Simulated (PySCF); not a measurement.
**CH10AsBSi (SMILES [SiH3]C[BH2-][AsH3+]) at 4 levels**

Wanted: a comparison of 4 runs (B3LYP/6-31G*, PBE0/def2-SVP, MP2/6-31G**, CCSD(T)/def2-SVP) of CH10AsBSi. The job is set up through a Python script.

Program for the calculation: PySCF 2.14.0.

## Step 1: The system as given

The species is CH10AsBSi (14 atoms), meant as a singlet with charge 0. SMILES: `[SiH3]C[BH2-][AsH3+]`. Geometry: a GFN2-xTB relaxation, a rough one for these elements and not checked as a minimum. This is one conformer, not always the lowest.

Bond lengths: Si1–C2 1.899 Å, C2–B3 1.591 Å, B3–As4 2.303 Å, Si1–H5 1.465 Å, Si1–H6 1.470 Å, Si1–H7 1.465 Å, C2–H8 1.096 Å, C2–H9 1.096 Å, B3–H10 1.182 Å, B3–H11 1.182 Å, As4–H12 1.488 Å, As4–H13 1.488 Å, As4–H14 1.507 Å. Some angles: Si1–C2–B3 111.7°, C2–B3–As4 97.3°, Si1–C2–H8 107.1°, Si1–C2–H9 107.1°, B3–C2–H8 112.0°, B3–C2–H9 112.0°, C2–Si1–H5 110.5°, C2–Si1–H6 108.3°, C2–Si1–H7 110.5°, C2–B3–H10 118.0°.

## Step 2: Energy and forces at B3LYP/6-31G(d) (Cartesian functions) (run 1)

The input, input.py:

```python
# [SiH3]C[BH2-][AsH3+]
import pyscf.grad
from pyscf import gto, dft

system = gto.M(
    atom=[
    ('Si', (-0.788570, 2.246160, -0.357240)),
    ('C', (-0.248720, 0.540400, 0.280340)),
    ('B', (0.287730, -0.384770, -0.897930)),
    ('As', (0.779620, -2.234550, 0.382240)),
    ('H', (-1.873610, 2.108680, -1.332440)),
    ('H', (-1.272370, 3.033980, 0.785650)),
    ('H', (0.343150, 2.945780, -0.970800)),
    ('H', (0.514460, 0.710180, 1.048180)),
    ('H', (-1.113600, 0.097940, 0.787350)),
    ('H', (-0.504210, -0.844480, -1.646020)),
    ('H', (1.354330, -0.145850, -1.348740)),
    ('H', (-0.371100, -2.580890, 1.259710)),
    ('H', (1.593940, -1.844940, 1.565050)),
    ('H', (1.298960, -3.647620, 0.444650)),
],
    cart=True,
    basis='6-31g*',
    max_memory=1860,
    spin=0,
    verbose=4,
    charge=0,
)

mf = dft.RKS(system)
mf.xc = 'b3lyp'
mf.grids.level = 5
mf.conv_tol = 1e-10
mf.kernel()
if not mf.converged:
    mf = mf.newton().run(mf.mo_coeff, mf.mo_occ)

energy = mf.e_tot
print(f'total energy: {energy:.8f} hartree')
grad = mf.Gradients().kernel()
dip = mf.dip_moment()
pop, q = mf.mulliken_pop()
```

Run with:

```console
$ OMP_NUM_THREADS=1 python input.py
```

The log of the run:

```text
PySCF version 2.14.0

[... 83 lines left out ...]
converged SCF energy = -2594.06303574578
total energy: -2594.06303575 hartree
[... 12 lines left out ...]
Dipole moment(X, Y, Z, Debye):  0.61093, -2.43566,  1.91913
[... 80 lines left out ...]
pop of  3 As 5dxy         0.06010
pop of  3 As 5dxz         0.08770
pop of  3 As 5dyy         0.06108
pop of  3 As 5dyz         0.04953
pop of  3 As 5dzz         0.03361
pop of  4  H 1s           0.51856
pop of  4  H 2s           0.54762
pop of  5  H 1s           0.51804
pop of  5  H 2s           0.55582
pop of  6  H 1s           0.51861
pop of  6  H 2s           0.54754
pop of  7  H 1s           0.52150
pop of  7  H 2s           0.32656
pop of  8  H 1s           0.52149
pop of  8  H 2s           0.32657
pop of  9  H 1s           0.52613
pop of  9  H 2s           0.51050
pop of  10  H 1s          0.52616
pop of  10  H 2s          0.51050
pop of  11  H 1s          0.49218
pop of  11  H 2s          0.42711
pop of  12  H 1s          0.49220
pop of  12  H 2s          0.42706
pop of  13  H 1s          0.48552
pop of  13  H 2s          0.44362
 ** Mulliken atomic charges  **
charge of    0Si =      0.34335
charge of    1C =     -0.57919
charge of    2B =      0.05803
charge of    3As =     -0.07890
charge of    4H =     -0.06618
charge of    5H =     -0.07386
charge of    6H =     -0.06615
charge of    7H =      0.15195
charge of    8H =      0.15194
charge of    9H =     -0.03664
charge of   10H =     -0.03666
charge of   11H =      0.08071
charge of   12H =      0.08074
charge of   13H =      0.07086
```

It took 58 s on 1 thread of Intel Xeon 6975P-C (Granite Rapids), shared host; peak memory 1 GiB.

## Step 3: Energy and gradient at PBE0/def2-SVP (run 2)

The input, job.py:

```python
# [SiH3]C[BH2-][AsH3+]
import pyscf.grad
from pyscf import gto, dft

molecule = gto.M(
    atom=[
    ('Si', (-0.788570, 2.246160, -0.357240)),
    ('C', (-0.248720, 0.540400, 0.280340)),
    ('B', (0.287730, -0.384770, -0.897930)),
    ('As', (0.779620, -2.234550, 0.382240)),
    ('H', (-1.873610, 2.108680, -1.332440)),
    ('H', (-1.272370, 3.033980, 0.785650)),
    ('H', (0.343150, 2.945780, -0.970800)),
    ('H', (0.514460, 0.710180, 1.048180)),
    ('H', (-1.113600, 0.097940, 0.787350)),
    ('H', (-0.504210, -0.844480, -1.646020)),
    ('H', (1.354330, -0.145850, -1.348740)),
    ('H', (-0.371100, -2.580890, 1.259710)),
    ('H', (1.593940, -1.844940, 1.565050)),
    ('H', (1.298960, -3.647620, 0.444650)),
],
    verbose=4,
    basis='def2-svp',
    spin=0,
    max_memory=1860,
)

mf = dft.RKS(molecule)
mf.xc = 'pbe0'
mf.conv_tol = 1e-10
mf.grids.level = 5
mf.kernel()
if not mf.converged:
    mf = mf.newton().run(mf.mo_coeff, mf.mo_occ)

e_tot = mf.e_tot
print(f'total energy: {e_tot:.8f} hartree')
grad = mf.Gradients().kernel()
mf.analyze()
```

Run with:

```console
$ OMP_NUM_THREADS=1 python job.py
```

The log of the run:

```text
PySCF version 2.14.0

[... 95 lines left out ...]
Nuclear Repulsion Energy =             301.880527397976721
[... 13 lines left out ...]
MO #8   energy= -7.09682249004417  occ= 2
[... 11 lines left out ...]
MO #20  energy= -1.69851997473193  occ= 2
[... 11 lines left out ...]
MO #32  energy= -0.316636255184667 occ= 2
[... 11 lines left out ...]
MO #44  energy= 0.149588235918905  occ= 0
[... 11 lines left out ...]
MO #56  energy= 0.394880646642879  occ= 0
[... 11 lines left out ...]
MO #68  energy= 0.613765918403859  occ= 0
[... 11 lines left out ...]
MO #80  energy= 0.948335008777723  occ= 0
[... 11 lines left out ...]
MO #92  energy= 1.46515432335688   occ= 0
[... 11 lines left out ...]
MO #104 energy= 1.84462416465708   occ= 0
[... 11 lines left out ...]
MO #116 energy= 2.27015901760675   occ= 0
[... 11 lines left out ...]
MO #128 energy= 3.10485296079553   occ= 0
[... 106 lines left out ...]
pop of  9 H 2s            0.00429
pop of  9 H 2px           0.00063
pop of  9 H 2py           0.00018
pop of  9 H 2pz           0.00069
pop of  10 H 1s           0.99903
pop of  10 H 2s           0.00430
pop of  10 H 2px          0.00111
pop of  10 H 2py          0.00010
pop of  10 H 2pz          0.00030
pop of  11 H 1s           0.98870
pop of  11 H 2s           0.00608
pop of  11 H 2px          0.00215
pop of  11 H 2py          0.00028
pop of  11 H 2pz          0.00152
pop of  12 H 1s           0.98868
pop of  12 H 2s           0.00608
pop of  12 H 2px          0.00111
pop of  12 H 2py          0.00029
pop of  12 H 2pz          0.00254
pop of  13 H 1s           0.98267
pop of  13 H 2s           0.00650
pop of  13 H 2px          0.00049
pop of  13 H 2py          0.00298
pop of  13 H 2pz          0.00017
 ** Mulliken atomic charges  **
charge of    0Si =      0.50136
charge of    1C =     -0.48996
charge of    2B =     -0.23944
charge of    3As =      0.32092
charge of    4H =     -0.09854
charge of    5H =     -0.10259
charge of    6H =     -0.09858
charge of    7H =      0.10335
charge of    8H =      0.10340
charge of    9H =     -0.00486
charge of   10H =     -0.00483
charge of   11H =      0.00128
charge of   12H =      0.00129
charge of   13H =      0.00719
Dipole moment(X, Y, Z, Debye):  0.67115, -2.63715,  2.01669
```

Run time: 61 s. Hardware: 1 thread of Intel Xeon 6975P-C (Granite Rapids), shared host; peak memory 1.4 GiB.

Run 3 isn't shown in full; the table further down has it.

## Step 4: The energy at CCSD(T)/def2-SVP (run 4)

The input, start.xyz:

```xyz
14
CH10AsBSi
Si    -0.788570     2.246160    -0.357240
C     -0.248720     0.540400     0.280340
B      0.287730    -0.384770    -0.897930
As     0.779620    -2.234550     0.382240
H     -1.873610     2.108680    -1.332440
H     -1.272370     3.033980     0.785650
H      0.343150     2.945780    -0.970800
H      0.514460     0.710180     1.048180
H     -1.113600     0.097940     0.787350
H     -0.504210    -0.844480    -1.646020
H      1.354330    -0.145850    -1.348740
H     -0.371100    -2.580890     1.259710
H      1.593940    -1.844940     1.565050
H      1.298960    -3.647620     0.444650
```

The input, calc.py:

```python
from pyscf import gto, cc

system = gto.Mole()
system.atom = 'start.xyz'
system.spin = 0
system.verbose = 4
system.basis = 'def2-svp'
system.max_memory = 1860
system.build()

myscf = system.RHF()
myscf.conv_tol = 1e-10
myscf.kernel()
if not myscf.converged:
    myscf = myscf.newton().run(myscf.mo_coeff, myscf.mo_occ)

mycc = cc.CCSD(myscf, frozen=16)
mycc.kernel()
e_t = mycc.ccsd_t()
e_tot = mycc.e_tot + e_t
print('E = %.10f Eh' % e_tot)
myscf.analyze()
```

Run with:

```console
$ OMP_NUM_THREADS=1 python calc.py
```

The log of the run:

```text
PySCF version 2.14.0

[... 100 lines left out ...]
Nuclear Repulsion Energy =             301.880527397976721
[... 13 lines left out ...]
MO #8   energy= -8.05373588583296  occ= 2
[... 11 lines left out ...]
MO #20  energy= -2.14012496248091  occ= 2
[... 11 lines left out ...]
MO #32  energy= -0.443278864507902 occ= 2
[... 11 lines left out ...]
MO #44  energy= 0.286076110516914  occ= 0
[... 11 lines left out ...]
MO #56  energy= 0.554058134963654  occ= 0
[... 11 lines left out ...]
MO #68  energy= 0.809939456225601  occ= 0
[... 11 lines left out ...]
MO #80  energy= 1.19068402132633   occ= 0
[... 11 lines left out ...]
MO #92  energy= 1.72326030542395   occ= 0
[... 11 lines left out ...]
MO #104 energy= 2.11421398135886   occ= 0
[... 11 lines left out ...]
MO #116 energy= 2.56088597098594   occ= 0
[... 11 lines left out ...]
MO #128 energy= 3.49713225609321   occ= 0
[... 106 lines left out ...]
pop of  9 H 2s            0.00364
pop of  9 H 2px           0.00094
pop of  9 H 2py           0.00027
pop of  9 H 2pz           0.00106
pop of  10 H 1s           1.03471
pop of  10 H 2s           0.00365
pop of  10 H 2px          0.00162
pop of  10 H 2py          0.00016
pop of  10 H 2pz          0.00049
pop of  11 H 1s           1.03119
pop of  11 H 2s           0.00459
pop of  11 H 2px          0.00281
pop of  11 H 2py          0.00031
pop of  11 H 2pz          0.00202
pop of  12 H 1s           1.03118
pop of  12 H 2s           0.00460
pop of  12 H 2px          0.00140
pop of  12 H 2py          0.00029
pop of  12 H 2pz          0.00345
pop of  13 H 1s           1.02240
pop of  13 H 2s           0.00483
pop of  13 H 2px          0.00055
pop of  13 H 2py          0.00409
pop of  13 H 2pz          0.00011
 ** Mulliken atomic charges  **
charge of    0Si =      0.67471
charge of    1C =     -0.49617
charge of    2B =     -0.13048
charge of    3As =      0.43574
charge of    4H =     -0.14786
charge of    5H =     -0.15140
charge of    6H =     -0.14789
charge of    7H =      0.07919
charge of    8H =      0.07924
charge of    9H =     -0.04064
charge of   10H =     -0.04062
charge of   11H =     -0.04092
charge of   12H =     -0.04092
charge of   13H =     -0.03198
Dipole moment(X, Y, Z, Debye):  0.70770, -2.64629,  1.80606
```

Wall time 2.4 min (1 thread of Intel Xeon 6975P-C (Granite Rapids), shared host); peak memory 2 GiB.

## Step 5: The series

```
run                               level  Cartesian functions  integration grid   energy (Eh)  dipole moment (D) of the reference  HOMO energy (eV)  LUMO energy (eV)  wall time
  1  B3LYP/6-31G* (Cartesian functions)                  yes                 5  -2594.063036                                3.16             -7.72             -0.48       58 s
  2                       PBE0/def2-SVP                   no                 5  -2593.391966                                3.39             -8.04             -0.48       61 s
  3   MP2/6-31G** (spherical functions)                   no                 –  -2591.773282                                3.23            -10.57              3.24       51 s
  4                    CCSD(T)/def2-SVP                   no                 –  -2591.731748                                3.28            -10.67              3.11    2.4 min
```

## Step 6: Summary of results

```
                                           quantity           value
                                run 4: total energy  -2591.73175 Eh
        run 4: dipole moment (Hartree–Fock density)          3.28 D
         run 4: HOMO energy (Hartree–Fock orbitals)       -10.67 eV
         run 4: LUMO energy (Hartree–Fock orbitals)         3.11 eV
       run 4: HOMO–LUMO gap (Hartree–Fock orbitals)        13.78 eV
run 4: correlation energy (16 core orbitals frozen)      -687.6 mEh
                              run 4: (T) correction      -18.63 mEh
                               run 4: T1 diagnostic           0.009
```

**Reading.** Totals of different functionals can't be ranked against each other. All runs together took 5.2 min, the longest 2.4 min.
